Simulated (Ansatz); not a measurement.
# C₄H₁₀O₂S: taking an electron away

One table from this session's results is given with a row withheld; the runs are named, their logs left out.

Computed with Ansatz 0.2.0, Gaussian basis. Level: unrestricted cation, the program's frozen cores in correlated methods.

Plan: UKS PBE-D4/def2-TZVPP; UKS r2SCAN-D4/def2-TZVPP; UKS PBE0-D4/def2-TZVPP; UKS B3LYP-D4/def2-TZVPP; UKS wB97X-V/def2-TZVPP; UKS wB97M-V/def2-TZVPP; UKS B2PLYP/def2-TZVPP; UHF-CCSD(T)/def2-TZVPP; UHF-MP2/def2-QZVPP; extrapolation to the limit; then −ε(HOMO) from the neutral's earlier runs with LDA (SPW92), PBE-D4, revPBE-D4, BLYP-D4, r2SCAN-D4, B97M-V, PBE0-D4, B3LYP-D4, r2SCANh-D4, r2SCAN0-D4, HSE06-D4, BHLYP-D4, CAM-B3LYP-D4, LC-ωPBE, ωB97X-V, ωB97M-V.

### The relaxed structure

The geometry comes from an earlier relaxation with PBE0-D4 in a triple-zeta def2 set; it is a stationary point, not always the lowest conformer.

SMILES `CC(C)S(C)(=O)=O`, 17 atoms, charge 0, spin multiplicity 1.

Atoms are counted from 1 here; the program's logs count them from 0.

Bond lengths: C1–C2 1.517 Å, C1–H8 1.092 Å, C1–H9 1.091 Å, C1–H10 1.092 Å, C2–C3 1.521 Å, C2–S4 1.798 Å, C2–H11 1.095 Å, C3–H12 1.090 Å, C3–H13 1.092 Å, C3–H14 1.092 Å, S4–C5 1.772 Å, S4–O6 1.440 Å, S4–O7 1.439 Å, C5–H15 1.090 Å, C5–H16 1.088 Å, C5–H17 1.089 Å. Angles: C2–C1–H8 109.4°, C2–C1–H9 112.5°, C2–C1–H10 110.4°, H8–C1–H9 107.5°, H8–C1–H10 108.3°, H9–C1–H10 108.6°, C1–C2–C3 112.6°, C1–C2–S4 111.5°, C1–C2–H11 111.1°, C3–C2–S4 107.0°, C3–C2–H11 109.8°, S4–C2–H11 104.2°, C2–C3–H12 111.4°, C2–C3–H13 110.5°, C2–C3–H14 109.2°, H12–C3–H13 108.6°, H12–C3–H14 108.7°, H13–C3–H14 108.3° and more.

Set-up of the first run:

The input, in.yaml:

```yaml
crystal:
  periodic: [false, false, false]
  atoms:
    - {symbol: C, position_ang: [-0.018541, -1.472402, -0.630014]}
    - {symbol: C, position_ang: [0.637807, -0.159772, -0.246110]}
    - {symbol: C, position_ang: [1.308910, 0.525774, -1.426045]}
    - {symbol: S, position_ang: [-0.556457, 1.002953, 0.429190]}
    - {symbol: C, position_ang: [-1.194681, 0.211030, 1.880714]}
    - {symbol: O, position_ang: [-1.638755, 1.140190, -0.510309]}
    - {symbol: O, position_ang: [0.166234, 2.169702, 0.862604]}
    - {symbol: H, position_ang: [0.722815, -2.125845, -1.095273]}
    - {symbol: H, position_ang: [-0.429500, -2.002209, 0.230919]}
    - {symbol: H, position_ang: [-0.822148, -1.299896, -1.348230]}
    - {symbol: H, position_ang: [1.362256, -0.301993, 0.562436]}
    - {symbol: H, position_ang: [1.762089, 1.471858, -1.130706]}
    - {symbol: H, position_ang: [0.584153, 0.718729, -2.219385]}
    - {symbol: H, position_ang: [2.088573, -0.126575, -1.824370]}
    - {symbol: H, position_ang: [-1.852643, 0.950001, 2.338960]}
    - {symbol: H, position_ang: [-1.763420, -0.675276, 1.607615]}
    - {symbol: H, position_ang: [-0.375492, -0.026672, 2.558206]}
basis:
  gaussian: {orbitals: def2-TZVPP}
total_charge: 1
magnetization: {spin_polarized: true, initial_magnetization: 1}
hamiltonian: {xc: pbe, dispersion: d4}
```

The run is started by

```
ansatz run in.yaml --threads 2 --pin off --events-out ev --progress --plain --max-ram 20480MiB --backend cuda --devices 0, --max-vram 18GiB
```

Steps of the session up to this table: Cation, UKS PBE-D4/def2-TZVPP; Cation, UKS r2SCAN-D4/def2-TZVPP; Cation, UKS PBE0-D4/def2-TZVPP; Cation, UKS B3LYP-D4/def2-TZVPP; Cation, UKS wB97X-V/def2-TZVPP; Cation, UKS wB97M-V/def2-TZVPP; Cation, UKS B2PLYP (frozen core)/def2-TZVPP; Cation, UHF-CCSD(T)/def2-TZVPP; Cation, UHF-MP2/def2-QZVPP.

One of the session's tables, all rows but one given; the rest of the session is left out.

For comparison, −ε(HOMO) of the neutral from earlier runs:

```
  functional  −ε(HOMO) (eV)
 LDA (SPW92)           6.97
      PBE-D4           6.77
   revPBE-D4           6.69
     BLYP-D4           6.68
   r2SCAN-D4           7.06
      B97M-V           7.19
     PBE0-D4           8.18
    B3LYP-D4           7.98
  r2SCANh-D4           7.59
  r2SCAN0-D4              ?
    HSE06-D4           7.78
    BHLYP-D4           9.55
CAM-B3LYP-D4           9.61
     LC-ωPBE          10.88
     ωB97X-V          10.56
     ωB97M-V          10.47
```

Estimate the missing values for r2SCAN0-D4.

Worked estimate for «−ε(HOMO) (eV)». Against the share of exact exchange, r2SCAN-D4 (0, 7.06), r2SCANh-D4 (0.1, 7.59) give a slope of 5.30 per unit share; at 0.25 the line stands at 8.38.

The run gave: −ε(HOMO) (eV): 8.39. In «−ε(HOMO) (eV)» the line misses by -0.01.
